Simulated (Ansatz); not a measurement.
# CdAg: pressure up to the limit of the methods

Aim: compress CdAg step by step, far beyond the usual range, and follow pressure and electronic structure. Methods of the runs shown: LAPW and crystal datasets. Companion runs by PAW are cited. Its runs: the reference run (LAPW); volume scaled by 1 (crystal datasets); volume scaled by 0.9 (LAPW); volume scaled by 0.85 (LAPW); volume scaled by 0.6 (LAPW and crystal datasets).

Program: Ansatz 0.2.0. Level of theory: DFT PBEsol, with the methods named in each step. These are calculated values, not measurements.

## 1. Starting point

It takes space group Cmmm (No. 65, orthorhombic). Conventional cell: a = 3.361 Å, b = 4.799 Å, c = 4.693 Å, α = 90.00°, β = 90.00°, γ = 90.00°. Cd (site symmetry mmm) has 4 Ag at 2.89 Å and 4 Cd at 2.93 Å as nearest neighbours. Around Ag (site symmetry mmm) lie 4 Cd at 2.89 Å and 4 Ag at 2.93 Å.

Structure file:

```cif
data_structure
_symmetry_space_group_name_H-M 'Cmmm'
_symmetry_Int_Tables_number 65
_cell_length_a 3.3612
_cell_length_b 4.7986
_cell_length_c 4.6934
_cell_angle_alpha 90.000
_cell_angle_beta 90.000
_cell_angle_gamma 90.000
_cell_volume 75.70
loop_
_atom_site_label
_atom_site_type_symbol
_atom_site_symmetry_multiplicity
_atom_site_Wyckoff_symbol
_atom_site_fract_x
_atom_site_fract_y
_atom_site_fract_z
_atom_site_occupancy
Cd1 Cd 2 c 0.50000 0.00000 0.50000 1
Ag1 Ag 2 a 0.00000 0.00000 0.00000 1
```

The file gives the conventional cell by its symmetry; the runs use the cell typed in the input.

Whether this phase is the stable one at these pressures isn't tested.

Atoms are numbered in the order of the input: Cd1, Ag2.

## 2. The reference volume, LAPW

The input, input.yaml:

```yaml
crystal:
  lattice:
    - [1.6806216, -2.39927887, 0.0]
    - [1.6806216, 2.39927887, 0.0]
    - [0.0, 0.0, 4.69335226]
  atoms:
    - { symbol: Cd, position: [0.5, 0.5, 0.5] }
    - { symbol: Ag, position: [0.0, 0.0, 0.0] }
kpoints:
  mp_grid: { grid: [13, 13, 8] }
  band_path:
    path:
      - [0.0, 0.0, 0.0]
      - [-0.5, 0.5, 0.0]
      - [-0.3726643698, 0.6273356302, 0.0]
      - [0.3726643698, 0.3726643698, 0.0]
      - [0.0, 0.0, 0.0]
      - [0.0, 0.0, 0.5]
      - [0.3726643698, 0.3726643698, 0.5]
      - [-0.3726643698, 0.6273356302, 0.5]
      - [-0.5, 0.5, 0.5]
    npoints: 14
scf:
  occupations: { method: fermi_dirac, width: 0.05 }
hamiltonian:
  xc: pbesol
  pseudopotentials: { kind: all_electron, lapw: { basis_error: 0.001 } }
output:
  forces: true
  stress: true
  eigenvalues: true
  populations: true
```

Launch:

```
$ ansatz run input.yaml --threads 1 --pin off --max-ram 2048MiB --backend cpu --events-out ev --progress --plain --runs-dir out
```

## 3. Volume scaled by 1, crystal datasets

The input, input.yaml:

```yaml
crystal:
  lattice:
    - [1.6806216, -2.39927887, 0.0]
    - [1.6806216, 2.39927887, 0.0]
    - [0.0, 0.0, 4.69335226]
  atoms:
    - { symbol: Cd, position: [0.5, 0.5, 0.5] }
    - { symbol: Ag, position: [0.0, 0.0, 0.0] }
kpoints:
  mp_grid: { grid: [13, 13, 8] }
scf:
  occupations: { method: fermi_dirac, width: 0.05 }
hamiltonian:
  xc: pbesol
  pseudopotentials: { kind: all_electron, datasets: crystal }
output:
  forces: true
  stress: true
  eigenvalues: true
  efg: { contact_densities: true }
```

## 4. Volume scaled by 0.9, LAPW

The input, input.yaml:

```yaml
crystal:
  lattice:
    - [1.6226223143, -2.3164782797, 0.0]
    - [1.6226223143, 2.3164782797, 0.0]
    - [0.0, 0.0, 4.5313817852]
  atoms:
    - { symbol: Cd, position: [0.5, 0.5, 0.5] }
    - { symbol: Ag, position: [0.0, 0.0, 0.0] }
kpoints:
  mp_grid: { grid: [13, 13, 8] }
  band_path:
    path:
      - [0.0, 0.0, 0.0]
      - [-0.5, 0.5, 0.0]
      - [-0.3726643698, 0.6273356302, 0.0]
      - [0.3726643698, 0.3726643698, 0.0]
      - [0.0, 0.0, 0.0]
      - [0.0, 0.0, 0.5]
      - [0.3726643698, 0.3726643698, 0.5]
      - [-0.3726643698, 0.6273356302, 0.5]
      - [-0.5, 0.5, 0.5]
    npoints: 6
scf:
  occupations: { method: fermi_dirac, width: 0.05 }
hamiltonian:
  xc: pbesol
  pseudopotentials: { kind: all_electron, lapw: { basis_error: 0.001 } }
output:
  forces: true
  stress: true
  eigenvalues: true
  populations: true
```

## 5. Volume scaled by 0.85, LAPW

input.yaml, as its differences from that of step 4:

```diff
@@ -2,5 +2,5 @@
   lattice:
-    - [1.6226223143, -2.3164782797, 0.0]
-    - [1.6226223143, 2.3164782797, 0.0]
-    - [0.0, 0.0, 4.5313817852]
+    - [1.5919994604, -2.2727606657, 0.0]
+    - [1.5919994604, 2.2727606657, 0.0]
+    - [0.0, 0.0, 4.4458635218]
   atoms:
```

## 6. Volume scaled by 0.6, LAPW

input.yaml, as its differences from that of step 5:

```diff
@@ -2,5 +2,5 @@
   lattice:
-    - [1.5919994604, -2.2727606657, 0.0]
-    - [1.5919994604, 2.2727606657, 0.0]
-    - [0.0, 0.0, 4.4458635218]
+    - [1.4174911554, -2.0236301721, 0.0]
+    - [1.4174911554, 2.0236301721, 0.0]
+    - [0.0, 0.0, 3.9585266058]
   atoms:
```

## 7. Volume scaled by 0.6, crystal datasets

The input, input.yaml:

```yaml
crystal:
  lattice:
    - [1.4174911554, -2.0236301721, 0.0]
    - [1.4174911554, 2.0236301721, 0.0]
    - [0.0, 0.0, 3.9585266058]
  atoms:
    - { symbol: Cd, position: [0.5, 0.5, 0.5] }
    - { symbol: Ag, position: [0.0, 0.0, 0.0] }
kpoints:
  mp_grid: { grid: [13, 13, 8] }
scf:
  occupations: { method: fermi_dirac, width: 0.05 }
hamiltonian:
  xc: pbesol
  pseudopotentials: { kind: all_electron, datasets: crystal }
output:
  forces: true
  stress: true
  eigenvalues: true
  efg: { contact_densities: true }
```

(Steps that only read results are left out.)

Before running it: what results should come out? Wanted: LAPW pressure at 0.6 of the volume; PAW pressure at 0.6 of the volume; crystal datasets pressure at 0.6 of the volume; fitted bulk modulus at zero pressure.

The runs gave:

| quantity | value |
| --- | --- |
| LAPW pressure at 0.6 of the volume | 163.3 GPa |
| PAW pressure at 0.6 of the volume | 163.2 GPa |
| crystal datasets pressure at 0.6 of the volume | 163.3 GPa |
| fitted bulk modulus at zero pressure (LAPW) | 95 GPa |
| its pressure derivative | 5.51 |

What this shows: At 0.6 of the starting volume LAPW gives 163 GPa. One third-order Birch-Murnaghan curve follows these points (B₀ = 95 GPa, B′ = 5.51, misfit at most 0.03 GPa). A fit over so wide a range leans to the high pressures, so B₀ can be off by several per cent. Where LAPW's pressure is over 3 GPa, PAW's departs from it by at most 0.5 %, at 1 of the volume. The ions are at rest, and the electrons smeared by 0.05 eV.
